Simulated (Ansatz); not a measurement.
# Sc2PdF6: the cost of one run

Program: Ansatz 0.2.0. Level of theory: DFT PBE, scalar-relativistic, plane waves, PAW. These are calculated values, not measurements.

## 1. Starting point

The structure is cubic, space group Fm-3m (No. 225). The conventional cell has a = 7.621 Å, b = 7.621 Å, c = 7.621 Å, α = 90.00°, β = 90.00°, γ = 90.00°. Around Sc (site symmetry -43m) lie 12 F at 2.69 Å. Pd (site symmetry m-3m) is surrounded by 6 F at 1.91 Å. F (site symmetry 4mm) is surrounded by 1 Pd at 1.91 Å and 4 Sc at 2.69 Å.

Coordinates:

```
CELL_PARAMETERS angstrom
0.00000 3.81060 3.81060
3.81060 0.00000 3.81060
3.81060 3.81060 0.00000
ATOMIC_POSITIONS crystal
Sc 0.25000 0.25000 0.25000
Sc 0.75000 0.75000 0.75000
Pd 0.00000 0.00000 0.00000
F 0.75000 0.25000 0.25000
F 0.25000 0.75000 0.75000
F 0.25000 0.75000 0.25000
F 0.75000 0.25000 0.75000
F 0.25000 0.25000 0.75000
F 0.75000 0.75000 0.25000
```

A structure generator made this guess: ordered vacancies on the cation sites of perovskite (Fm-3m, No. 225). Lengths come from tabulated atomic sizes and are only a guess.

## 2. The guess as it stands, on a coarse mesh

Contents of input.yaml:

```yaml
crystal:
  lattice:
    - [0.0, 3.8105962, 3.8105962]
    - [3.8105962, 0.0, 3.8105962]
    - [3.8105962, 3.8105962, 0.0]
  atoms:
    - { symbol: Sc, position: [0.25, 0.25, 0.25] }
    - { symbol: Sc, position: [0.75, 0.75, 0.75] }
    - { symbol: Pd, position: [0.0, 0.0, 0.0] }
    - { symbol: F, position: [0.75, 0.25, 0.25] }
    - { symbol: F, position: [0.25, 0.75, 0.75] }
    - { symbol: F, position: [0.25, 0.75, 0.25] }
    - { symbol: F, position: [0.75, 0.25, 0.75] }
    - { symbol: F, position: [0.25, 0.25, 0.75] }
    - { symbol: F, position: [0.75, 0.75, 0.25] }
basis:
  ecutwfc: 420
kpoints:
  mp_grid: { grid: [4, 4, 4] }
hamiltonian:
  xc: pbe
scf:
  occupations: { method: gaussian, width: 0.1 }
  lower_state_search: "off"
output:
  forces: true
  stress: true
  eigenvalues: true
```

Launch:

```bash
$ ansatz run input.yaml --threads 1 --pin off --max-ram 2048MiB --backend cpu --events-out ev --progress --plain --runs-dir out
```

What time and memory should one allow on 1 thread of Arm Neoverse V2, shared host?

About 3.1 s, with a peak of 0.38 GiB.
